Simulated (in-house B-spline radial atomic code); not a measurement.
# In⁴⁺: excited configurations

How much energy does it take to promote electrons of In⁴⁺ to other shells? Each configuration is solved by itself and compared with the reference.

Program: in-house B-spline radial atomic code version 1. Level of theory: scalar-relativistic (spin-free one-electron X2C) wB97X, spin-polarised, spherical density, exact exchange averaged over the configuration, Fermi nucleus, basis-set limit. These are calculated values, not measurements, unless marked.

## (1) Starting point

- element: indium (Z = 49)
- charge: +4
- electrons: 45
- configuration: [Kr] 4d9
- Hamiltonian: scalar-relativistic (X2C)
- nucleus: Fermi, rms radius 4.616 fm

The outer shells:

[Kr] 4d9
```
[Kr] core
4d [↑↓][↑↓][↑↓][↑↓][↑ ]
```

Where spins are not typed, each open shell is filled with up spins first.

## (2) The base configuration

The run's settings:

```ini
Z = 49
electrons = 45.0
configuration = [Kr] 4d9
hamiltonian = x2c
method = wb97x
spin_polarised = True
nucleus = fermi
rms_radius = 4.6156
mass_number = 115
atomic_mass = 114.903878772
speed_of_light = 137.035999084
exact_exchange = averaged over the configuration
```

Command:

```
> python run_scf.py task.json out
```

One command runs all members of the session, one after another, from task.json.

## (3) Run with [Ar] 3d10 4s2 4p5 4d9 5s1

The settings differ from step 2 so:

```diff
@@ -2,3 +2,3 @@
 electrons = 45.0
-configuration = [Kr] 4d9
+configuration = [Ar] 3d10 4s2 4p5 4d9 5s1
 hamiltonian = x2c
```

## (4) [Ar] 3d9 4s2 4p6 4d9 4f1

The settings differ from step 3 so:

```diff
@@ -2,3 +2,3 @@
 electrons = 45.0
-configuration = [Ar] 3d10 4s2 4p5 4d9 5s1
+configuration = [Ar] 3d9 4s2 4p6 4d9 4f1
 hamiltonian = x2c
```

## (5) Configuration [Ar] 3d10 4s2 4p5 4d10

The settings differ from step 4 so:

```diff
@@ -2,3 +2,3 @@
 electrons = 45.0
-configuration = [Ar] 3d9 4s2 4p6 4d9 4f1
+configuration = [Ar] 3d10 4s2 4p5 4d10
 hamiltonian = x2c
```

## (6) Configuration [Kr] 4d8 4f1

The settings differ from step 5 so:

```diff
@@ -2,3 +2,3 @@
 electrons = 45.0
-configuration = [Ar] 3d10 4s2 4p5 4d10
+configuration = [Kr] 4d8 4f1
 hamiltonian = x2c
```

## (7) [Kr] 4d8 5p1

The settings differ from step 6 so:

```diff
@@ -2,3 +2,3 @@
 electrons = 45.0
-configuration = [Kr] 4d8 4f1
+configuration = [Kr] 4d8 5p1
 hamiltonian = x2c
```

## (8) [Ar] 3d10 4s2 4p5 4d9 5f1

The settings differ from step 7 so:

```diff
@@ -2,3 +2,3 @@
 electrons = 45.0
-configuration = [Kr] 4d8 5p1
+configuration = [Ar] 3d10 4s2 4p5 4d9 5f1
 hamiltonian = x2c
```

How far above the reference does each configuration lie (order and size, in eV)?

**Answer**, as computed:

| net move | configuration | 2|M_S|+1 | energy above the reference (eV) | largest <r> (bohr) |
| --- | --- | --- | --- | --- |
| 4d → 5p | [Kr] 4d8 5p1 | 4 | 31.055 | 2.31 |
| 4d → 4f | [Kr] 4d8 4f1 | 4 | 48.703 | 2.52 |
| 4p → 4d | [Ar] 3d10 4s2 4p5 4d10 | 2 | 62.452 | 1.10 |
| 4p → 5s | [Ar] 3d10 4s2 4p5 4d9 5s1 | 4 | 83.853 | 2.02 |
| 4p → 5f | [Ar] 3d10 4s2 4p5 4d9 5f1 | 4 | 119.79 | 4.72 |
| 3d → 4f | [Ar] 3d9 4s2 4p6 4d9 4f1 | 4 | 480.72 | 2.49 |

What this shows: At the bottom stands 4d → 5p (31.055 eV), at the top 3d → 4f (480.72 eV). 2 of them lie more than 60 % above minus the reference's highest level (69.620 eV), in the range where a state can decay by emitting an electron. Two partly filled shells share a symmetry and can mix in the average, which may lower the energy, for: 3d → 4f. The reference has 2|M_S|+1 = 2; 5 of the configurations differ from it in spin. These are spherical averages at the typed spins, not spectroscopic levels.
